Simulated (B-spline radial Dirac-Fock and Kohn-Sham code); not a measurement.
**Inner shells of W⁺**

Wanted for the W⁺ ion: the binding energy of each subshell and its two-hole states.

The numbers are computed with B-spline radial Dirac-Fock and Kohn-Sham code (version 3): a free atom or ion on a radial basis; each step names its model.

## Step 1: The system

W⁺ in the configuration [Xe] 4f14 5d4 6p1 (not the ground configuration).

- nuclear charge: 74
- electrons: 73
- mass number: 184
- nuclear rms radius: 5.3658 fm

Outer shells as boxes (Hund's rule, for the drawing alone; heavy ions are jj-coupled, and the calculation averages over the configuration):

```
[Xe] core
4f [↑↓][↑↓][↑↓][↑↓][↑↓][↑↓][↑↓]
5d [↑ ][↑ ][↑ ][↑ ][  ]
6p [↑ ][  ][  ]
```

## Step 2: Binding energies

Model: Dirac-Fock average of configuration, Delta-SCF, finite nucleus, first-order Breit with its frequency dependence, self-energy and vacuum polarisation.

The run's settings:

```ini
task = binding
Z = 74
charge = 1
configuration = 1s2 2s2 2p6 3s2 3p6 3d10 4s2 4p6 4d10 4f14 5s2 5p6 5d4 6p1
mass_number = 184
rms_radius = 5.3658  # fm
```

From the run's result record (rounded, not every field):

```text
status: converged
shells: ["K", "L1", "L2", "L3", "M1", "M2", "M3", "M4", "M5", "N1", "N2", "N3", "N4", "N5", "N6", "N7", "O1", "O2", "O3", "O4,5", "P2,3"]
total_energy_parts [Ha]: [-16155.7054, 19.229625, -2.03656556, -0.333370428, 14.0049373, -2.52407299]
koopmans [eV]: [69976.9, 12221.5, 11661.6, 10306.1, 2883.3, 2635.04, 2337.38, 1925.09, 1861.01, 634.423, 530.417, 460.716, 289.651, 276.57, 60.4606, 58.0362, 102.902, 69.3832, 59.037, 17.8791, 9.37747]
dirac_coulomb [eV]: [69887.4, 12167.4, 11603.0, 10250.6, 2852.2, 2602.92, 2306.91, 1891.9, 1828.41, 621.003, 517.196, 448.609, 277.944, 265.237, 50.4535, 48.2418, 99.4798, 66.3814, 56.44, 16.6061, 9.32158]
gaunt [eV]: [-252.045, -27.4799, -47.3864, -32.526, -4.88896, -8.71748, -5.67804, -3.70367, -2.47211, -0.978809, -1.77858, -1.04342, -0.464439, -0.211222, 0.156464, 0.247264, -0.126653, -0.208205, -0.0980324, 0.013209, -0.0103388]
retardation [eV]: [18.8959, 2.28461, 5.10841, 5.10118, 0.39016, 0.917539, 0.922368, 0.363935, 0.353696, 0.085191, 0.198517, 0.191769, 0.0478842, 0.0459464, -0.0362591, -0.0357779, 0.00871685, 0.0213273, 0.020208, -0.00175512, 0.00153436]
breit_frequency [eV]: [4.06147, -0.35437, -0.0428329, 1.78314, -0.0897439, -0.0954879, 0.358575, -0.0374805, 0.000405659, -0.0232359, -0.027253, 0.0804329, -0.0106769, -0.00197358, -0.00541374, -0.00571699, -0.00467995, -0.00524506, 0.0104974, -0.00111296, 0.000428195]
self_energy [eV]: [-148.188, -21.3332, -0.136209, -1.56675, -4.89499, -0.135245, -0.395942, 0.345464, 0.169694, -1.18, -0.0195431, -0.0788555, 0.0791933, 0.0435974, 0.0484326, 0.0387662, -0.199381, 0.00167451, -0.00596377, 0.00647362, -0.00128843]
vacuum_polarisation [eV]: [28.102, 3.79491, 0.160805, -0.137477, 0.846323, 0.0391142, -0.0367574, -0.0401108, -0.038139, 0.204834, 0.00845514, -0.00979803, -0.00940266, -0.00895383, -0.00520193, -0.00506995, 0.0349048, 0.000859988, -0.00194111, -0.000799031, 9.30662e-05]
binding [eV]: [69538.2, 12124.3, 11560.7, 10223.3, 2843.56, 2594.92, 2302.08, 1888.82, 1826.42, 619.111, 515.577, 447.749, 277.587, 265.105, 50.6115, 48.4813, 99.1927, 66.1918, 56.3647, 16.6221, 9.31201]
mean_radius [bohr]: [0.0183458, 0.0768971, 0.063732, 0.071648, 0.200101, 0.190421, 0.204975, 0.179742, 0.184233, 0.449792, 0.455647, 0.48702, 0.505185, 0.516405, 0.593757, 0.602771, 1.08508, 1.18965, 1.28623, 1.9238, 4.2131]
```

total_energy_parts: Dirac-Coulomb, Gaunt, retardation, frequency dependence, self-energy, vacuum polarisation. 

Each level as Koopmans' value plus corrections (eV):

```csv
level,-ε,relaxation,Breit,QED,binding
1s,69976.9,-89.49,-229.09,-120.09,69538.2
2s,12221.5,-54.10,-25.55,-17.54,12124.3
2p1/2,11661.6,-58.59,-42.32,0.02,11560.7
2p3/2,10306.1,-55.50,-25.64,-1.70,10223.3
3s,2883.3,-31.10,-4.59,-4.05,2843.6
3p1/2,2635.0,-32.12,-7.90,-0.10,2594.9
3p3/2,2337.4,-30.47,-4.40,-0.43,2302.1
3d3/2,1925.1,-33.19,-3.38,0.31,1888.8
3d5/2,1861.0,-32.60,-2.12,0.13,1826.4
4s,634.4,-13.42,-0.92,-0.98,619.1
4p1/2,530.4,-13.22,-1.61,-0.01,515.6
4p3/2,460.7,-12.11,-0.77,-0.09,447.7
4d3/2,289.7,-11.71,-0.43,0.07,277.6
4d5/2,276.6,-11.33,-0.17,0.03,265.1
4f5/2,60.46,-10.01,0.11,0.04,50.61
4f7/2,58.04,-9.79,0.21,0.03,48.48
5s,102.9,-3.42,-0.12,-0.16,99.19
5p1/2,69.38,-3.00,-0.19,0.00,66.19
5p3/2,59.04,-2.60,-0.07,-0.01,56.36
5d,17.88,-1.27,0.01,0.01,16.62
6p,9.38,-0.06,-0.01,0.00,9.31
```

X-ray lines as differences of these levels:

```csv
line,energy (eV)
Kβ2' (K-N3),69090.5
Kβ2'' (K-N2),69022.7
Kβ1 (K-M3),67236.1
Kβ3 (K-M2),66943.3
Kα1 (K-L3),59315.0
Kα2 (K-L2),57977.5
Lγ4 (L1-O3),12067.9
Lγ3 (L1-N3),11676.6
Lγ2 (L1-N2),11608.7
Lγ1 (L2-N4),11283.2
Lγ5 (L2-N1),10941.6
Lβ7 (L3-O1),10124.1
Lβ2 (L3-N5),9958.2
Lβ15 (L3-N4),9945.7
```

## Step 3: Two holes

Model: Dirac-Fock average of configuration, Delta-SCF, finite nucleus, first-order Breit with its frequency dependence, self-energy and vacuum polarisation; two-hole levels by intermediate coupling within the shell, Auger rates as independent-particle Coulomb matrix elements.

Recorded inputs:

```ini
task = double
```

From the run's result record (rounded, not every field):

```text
status: converged
single_binding [eV]:
  K: 69538.23
  L1: 12124.31
  L2: 11560.75
  L3: 10223.28
  M1: 2843.559
  M2: 2594.924
  M3: 2302.082
  M4: 1888.823
  M5: 1826.424
  N1: 619.111
  N2: 515.5773
  N3: 447.7494
  N4: 277.587
  N5: 265.1047
  N6: 50.61148
  N7: 48.48131
  O1: 99.19267
  O2: 66.19179
  O3: 56.36472
  O4,5: 16.62207
  P2,3: 9.312012
double_binding [eV]:
  KK: 140464.5
  KL2: 81505.83
  KL3: 80094.2
  KM2: 72250.99
  KM3: 71940.9
  KM4: 71523.6
  KM5: 71456.91
  L1L1: 24465.32
  L1L2: 23891.54
  L1L3: 22539.47
  L1M2: 14808.03
  L1M3: 14507.8
  L1M4: 14106.08
  L1M5: 14040.35
  L2L2: 23403.18
  L2L3: 22022.21
  L2M1: 14489.12
  L2M3: 13948.9
  L2M4: 13541.22
  L2M5: 13479.92
  L3L3: 20675.52
  L3M1: 13149.64
  L3M2: 12909.41
  L3M4: 12207.15
  L3M5: 12138.42
  M4M5: 3784.017
  M5M5: 3719.758
  M2M2: 5256.495
  M2M3: 4954.131
  M3M3: 4660.751
  N4N5: 568.1677
  N5N5: 555.1801
  N6N6: 124.0164
  N6N7: 122.5043
  N7N7: 119.7837
  O2O2: 147.9845
  O2O3: 136.6551
  O3O3: 126.8009
auger_lines [eV]:
  K-L123: [["L2L3", 2, 0.999817, 47506.1, 0.369843], ["L1L2", 1, 0.998045, 45634.0, 0.159664], ["L3L3", 2, 0.999817, 48871.8, 0.126008], ["L1L3", 1, 0.998045, 46949.1, 0.118412], ["L1L1", 0, 0.996068, 45067.2, 0.11445], ["L1L3", 2, 1.0, 47030.1, 0.02937]]
  L2-M23: [["M2M3", 2, 0.999492, 6602.85, 0.198346], ["M2M2", 0, 0.99914, 6303.75, 0.0998681], ["M2M3", 1, 1.0, 6612.64, 0.0909783], ["M3M3", 0, 0.99914, 6884.57, 0.0026656], ["M3M3", 2, 0.999492, 6903.33, 0.00187219]]
  L3-M23: [["M3M3", 2, 0.999492, 5565.86, 0.173752], ["M2M3", 2, 0.999492, 5265.38, 0.127695], ["M2M3", 1, 1.0, 5275.17, 0.0558087], ["M3M3", 0, 0.99914, 5547.1, 0.0535323], ["M2M2", 0, 0.99914, 4966.28, 0.000746451]]
  M4-N67: [["N6N7", 6, 0.923337, 1763.49, 0.223196], ["N6N6", 4, 0.889886, 1766.04, 0.0888211], ["N6N7", 5, 1.0, 1768.85, 0.0498463], ["N6N7", 4, 0.892641, 1767.94, 0.0357907], ["N7N7", 2, 0.408202, 1764.69, 0.0120988], ["N6N7", 3, 1.0, 1767.54, 0.011547]]
```

Auger rows: leading holes, J, purity, kinetic energy, width; the six strongest of each group. Left out are hole states that did not converge, or in which two open shells of one symmetry are about equally filled, where the average of configuration falls too low.

Hole-hole repulsion U = E(ab) - E(a) - E(b), in eV:

```csv
holes,double,sum of singles,U
K K,140464.5,139076.5,1388.1
K L2,81505.8,81099.0,406.8
K L3,80094.2,79761.5,332.7
K M2,72251.0,72133.2,117.8
K M3,71940.9,71840.3,100.6
K M4,71523.6,71427.1,96.55
K M5,71456.9,71364.7,92.25
L1 L1,24465.3,24248.6,216.7
L1 L2,23891.5,23685.1,206.5
L1 L3,22539.5,22347.6,191.9
L1 M2,14808.0,14719.2,88.79
L1 M3,14507.8,14426.4,81.40
L1 M4,14106.1,14013.1,92.94
L1 M5,14040.4,13950.7,89.61
L2 L2,23403.2,23121.5,281.7
L2 L3,22022.2,21784.0,238.2
L2 M1,14489.1,14404.3,84.81
L2 M3,13948.9,13862.8,86.07
L2 M4,13541.2,13449.6,91.65
L2 M5,13479.9,13387.2,92.75
L3 L3,20675.5,20446.6,229.0
L3 M1,13149.6,13066.8,82.80
```

## Step 4: What came out

```
                    quantity                    value
deepest level listed, K (1s)               69538.2 eV
      least bound, P2,3 (6p)                  9.31 eV
                         Kα1               59315.0 eV
              largest U, K K                1388.1 eV
    strongest line of K-L123  L2L3, J = 2, 47506.1 eV
```

In words: The K (1s) level lies 89.5 eV under Koopmans' value by relaxation alone; Breit gives -229.09 and QED -120.09 eV. U runs from 14.07 eV (O3 O3) to 1388.1 eV (K K). In the K-L123 Auger group the L2L3 J = 2 line carries 38 % of the rate. The Hartree-Fock and Dirac-Fock values hold no electron correlation.
